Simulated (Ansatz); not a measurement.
# ZrB2: the cost of one run

Program: Ansatz 0.2.0. Level of theory: DFT LDA, scalar-relativistic, plane waves, PAW. These are calculated values, not measurements.

17 further runs of the same task are left out: 17 set aside as unsound or not needed.

### 1 The starting structure

The structure is hexagonal, space group P6/mmm (No. 191). Conventional cell: a = 3.133 Å, b = 3.133 Å, c = 3.489 Å, α = 90.00°, β = 90.00°, γ = 120.00°. Zr (site symmetry 6/mmm) has 12 B at 2.51 Å as nearest neighbours. Around B (site symmetry -6m2) lie 3 B at 1.81 Å and 6 Zr at 2.51 Å.

As a file:

```cif
data_structure
_symmetry_space_group_name_H-M 'P 1'
_symmetry_Int_Tables_number 1
_cell_length_a 3.1325
_cell_length_b 3.1325
_cell_length_c 3.4889
_cell_angle_alpha 90.000
_cell_angle_beta 90.000
_cell_angle_gamma 120.000
_cell_volume 29.65
loop_
_atom_site_label
_atom_site_type_symbol
_atom_site_fract_x
_atom_site_fract_y
_atom_site_fract_z
_atom_site_occupancy
Zr1 Zr 0.00000 0.00000 0.00000 1
B1 B 0.33333 0.66667 0.50000 1
B2 B 0.66667 0.33333 0.50000 1
```

This cell was relaxed beforehand with the same method: volume 9.88 Å³/atom, gap on the mesh none (metal).

### 2 What is varied

The energy is mapped over the lattice constants a and c of the conventional cell.

- lattice constant a (and b): 7 values from 3.039 to 3.227 Å
- lattice constant c: 7 values from 3.314 to 3.663 Å

Nothing else is relaxed (symmetry fixes all fractional coordinates). Energies count from the relaxed crystal. Points are written as (first, second).

### 3 The run at (3.039 Å, 3.314 Å)

input.yaml reads:

```yaml
crystal:
  lattice:
    - [3.0386, 0.0, 0.0]
    - [-1.5193, 2.6315047919, 0.0]
    - [0.0, 0.0, 3.3145]
  atoms:
    - { symbol: Zr, position: [0.0, 0.0, 0.0] }
    - { symbol: B, position: [0.3333333333, 0.6666666667, 0.5] }
    - { symbol: B, position: [0.6666666667, 0.3333333333, 0.5] }
basis:
  ecutwfc: 520.0
kpoints:
  mp_grid: { grid: [15, 15, 12] }
hamiltonian:
  xc: lda
  pseudopotentials: { kind: paw }
scf:
  occupations: { method: gaussian, width: 0.15 }
output:
  forces: true
  stress: true
  eigenvalues: true
```

The run is started by

```console
$ ansatz run input.yaml --threads 1 --pin off --max-ram 2048MiB --backend cpu --events-out ev --progress --plain --runs-dir out
```

Q: Estimate wall time and peak memory on 1 thread of Arm Neoverse N1, shared host.

About 8.1 s, with a peak of 0.35 GiB.
